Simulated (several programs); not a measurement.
**What each method gives for Al3Sb2P (ordering on zincblende)**

Al3Sb2P as one 6-atom ordering (Imm2) on the zincblende lattice, relaxed with r2SCAN in Ansatz, was computed with several methods. The symmetry is Imm2 (No. 44, orthorhombic); a = 4.199 Å, b = 12.597 Å, c = 5.930 Å in the conventional setting, 26.14 Å³ an atom. P is surrounded by 4 Al at 2.38–2.45 Å; Al is surrounded by 2 P at 2.45 Å and 2 Sb at 2.66 Å; Sb is surrounded by 4 Al at 2.64–2.67 Å; Al is surrounded by 1 P at 2.38 Å and 3 Sb at 2.64–2.67 Å. The structure was generated, not taken from experiment, and needn't be the ground state; spin polarisation is off.

```cif
data_structure
_symmetry_space_group_name_H-M 'Imm2'
_symmetry_Int_Tables_number 44
_cell_length_a 4.1987
_cell_length_b 12.5973
_cell_length_c 5.9298
_cell_angle_alpha 90.000
_cell_angle_beta 90.000
_cell_angle_gamma 90.000
_cell_volume 313.64
loop_
_atom_site_label
_atom_site_type_symbol
_atom_site_symmetry_multiplicity
_atom_site_Wyckoff_symbol
_atom_site_fract_x
_atom_site_fract_y
_atom_site_fract_z
_atom_site_occupancy
P1 P 2 a 0.00000 0.00000 0.00290 1
Al1 Al 2 b 0.50000 0.00000 0.21659 1
Sb1 Sb 4 d 0.00000 0.33532 0.99794 1
Al2 Al 4 d 0.50000 0.34692 0.26732 1
```

Gaps and times are for a single point on this cell; volume and bulk modulus come from each method's own relaxation or energy curve at fixed shape, which is too stiff where a cell has free coordinates or axes. Times are rough, from shared hosts (Arm Neoverse N1; Arm Neoverse V1), and each method has its own mesh and cell size. A dagger marks a closed or tiny gap in a crystal that DFT finds insulating: a failure of the method or a wrong SCF state. A double dagger marks a value from a curve with shape and coordinates held. PM7 (MOPAC), GFN1-xTB (tblite) treat a cluster of cells at its zone centre, which samples few k points: where these miss a band edge, the gap comes out too large for that reason alone. Gaps from k meshes are read at a limited set of points (mesh, symmetry points, PBE's band edges), so each method's own least gap may be somewhat smaller. xTB and the PM methods were fitted mostly to molecules, and can miss a solid's gap by electronvolts. Minimal bases can be far off for gaps. Times of the plane-wave rungs are withheld (a dash), since they come from other jobs, hosts and meshes; the meshes of hybrids and Hartree-Fock don't converge their gaps to the digits shown. d marks a direct gap, i an indirect one (no mark: not told apart), a dash a value that wasn't computed or didn't pass its checks.

```tsv
method	kind	gap (eV)	own volume (Å³/atom)	bulk modulus (GPa)	atoms computed	processor time
GFN1-xTB (tblite)	tight binding	0.06†	24.75‡	70‡	cluster	7.3 s
light PBE (260 eV, its own mesh)	light plane-wave	0.90 i	–	–	6	9.7 s
PBE/SZV (CP2K)	small basis	1.66 d	27.38‡	62‡	6	32 s
PBE/DZVP (CP2K)	small basis	0.89 i	26.78‡	58‡	6	62 s
PBE	semilocal	0.90 i	26.67	59‡	6	–
PM7 (MOPAC)	semi-empirical	3.06	–	–	cluster	110 s
r2SCAN	semilocal	1.17 i	26.14	65‡	6	–
PBE+SOC	semilocal	0.81 i	–	–	6	–
PBE0	hybrid	2.13 i	–	–	6	–
HSE06	hybrid	1.48 i	–	–	6	–
```

Against HSE06 (1.48 eV) and with closed or daggered gaps left aside, the nearest gap at the points sampled is that of PBE/SZV (CP2K) (+0.18 eV) and the farthest that of PM7 (MOPAC) (+1.59 eV). HSE06 is only a yardstick of convenience, and nearness to it can be luck.

Volumes against r2SCAN's: PBE +2.0 %.

Runs without a result: GFN2-xTB (tblite) (single point), GLLB-SC (GPAW) (single point, out of time).

Only the rows marked +SOC include spin-orbit coupling.
